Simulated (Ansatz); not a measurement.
# Ti3B6N: the cost of one run

Computed with Ansatz 0.2.0 (DFT PBE, scalar-relativistic, plane waves, PAW, unless a step's input says otherwise).

20 further runs of the same task are left out: 1 that didn't finish, 19 set aside as unsound or not needed.

### 1 The starting structure

The structure is triclinic, space group P1 (No. 1). Conventional cell: a = 3.032 Å, b = 4.425 Å, c = 21.637 Å, α = 90.00°, β = 90.00°, γ = 110.03°. B (site symmetry 1) is surrounded by 2 B at 1.75 Å and 4 Ti at 2.36 to 2.38 Å. Around Ti (site symmetry 1) lie 9 B at 2.38 Å. B (site symmetry 1) has 3 B at 1.75 Å and 5 Ti at 2.36 to 2.38 Å as nearest neighbours. B (site symmetry 1) has 3 B at 1.75 to 1.76 Å and 6 Ti at 2.34 to 2.38 Å as nearest neighbours. Around Ti (site symmetry 1) lie 12 B at 2.28 to 2.47 Å. B (site symmetry 1) is surrounded by 3 B at 1.76 to 1.84 Å and 6 Ti at 2.36 to 2.39 Å. B (site symmetry 1) has 3 B at 1.70 to 1.84 Å and 2 N at 1.98 to 2.25 Å and 5 Ti at 2.33 to 2.47 Å as nearest neighbours. Ti (site symmetry 1) has 9 B at 2.29 to 2.48 Å and 1 N at 2.33 Å as nearest neighbours. Only part of the 10 independent sites is listed.

Coordinates:

```xyz
10
Lattice="3.0321 0.0000 0.0000 -1.5161 4.1576 0.0000 0.0000 0.0000 21.6365" Properties=species:S:1:pos:R:3 pbc="T T T"
B     0.0000    3.4609    4.0000
Ti    1.5161    1.6585    4.3393
B     1.5161    4.0137    4.6786
B     0.0000    0.9617    6.0359
Ti    0.0001    3.3210    6.3548
B     1.5162    1.5308    6.7143
B     1.5165    2.6504    8.1789
Ti   -0.0003    0.8144    8.3733
B     0.0005    3.2818    8.6365
N     1.3270    6.9197    9.6465
```

This is the geometry of the first run shown, built on a cell relaxed beforehand with the same method.

### 2 The scan

Atoms count from 1 in the order of the input.

N is moved along a line over the surface and along the normal, above a rigid substrate.

- position of N10 along the diagonal of the surface cell, from above B9: 8 values from 0.00 to 3.87 Å, periodic
- height of N10 above the plane of B9: 7 values from 1.01 to 3.65 Å

Nothing else is relaxed. Points are written as (first, second).

### 3 The run at (3.87 Å, 1.01 Å)

The cell repeats along c, and a dipole correction in the vacuum removes the field between the copies.

input.yaml reads:

```yaml
crystal:
  lattice:
    - [3.032101295, 0.0, 0.0]
    - [-1.5160506475, 4.1575960387, 0.0]
    - [0.0, 0.0, 21.636501287]
  atoms:
    - { symbol: B, position: [0.4162083558, 0.8324167117, 0.1848727734] }
    - { symbol: Ti, position: [0.699450027, 0.3989000541, 0.2005550604] }
    - { symbol: B, position: [0.9826916982, 0.9653833964, 0.2162373473] }
    - { symbol: B, position: [0.1156583829, 0.2313167658, 0.2789664953] }
    - { symbol: Ti, position: [0.3994230469, 0.7987873805, 0.2937076121] }
    - { symbol: B, position: [0.6841555002, 0.3682035919, 0.3103241285] }
    - { symbol: B, position: [0.8188849641, 0.6374753617, 0.3780133493] }
    - { symbol: Ti, position: [0.0978377712, 0.1958824013, 0.3870006528] }
    - { symbol: B, position: [0.3948399341, 0.7893602615, 0.3991634864] }
    - { symbol: "N", position: [1.2698399341, 1.6643602615, 0.4458438617] }
basis:
  ecutwfc: 420
kpoints:
  mp_grid: { grid: [9, 7, 1] }
hamiltonian:
  xc: pbe
scf:
  occupations: { method: gaussian, width: 0.1 }
output:
  forces: true
  eigenvalues: true
efield:
  axis: 3
  dipole_correction: true
  ramp_width: 0.04
```

The run is started by

```console
$ ansatz run input.yaml --threads 1 --pin off --max-ram 3072MiB --backend cpu --events-out ev --progress --plain --runs-dir out
```

What time and memory should one allow on 1 thread of Intel Xeon Platinum 8488C (Sapphire Rapids), shared host?

About 22 s, with a peak of 0.64 GiB.
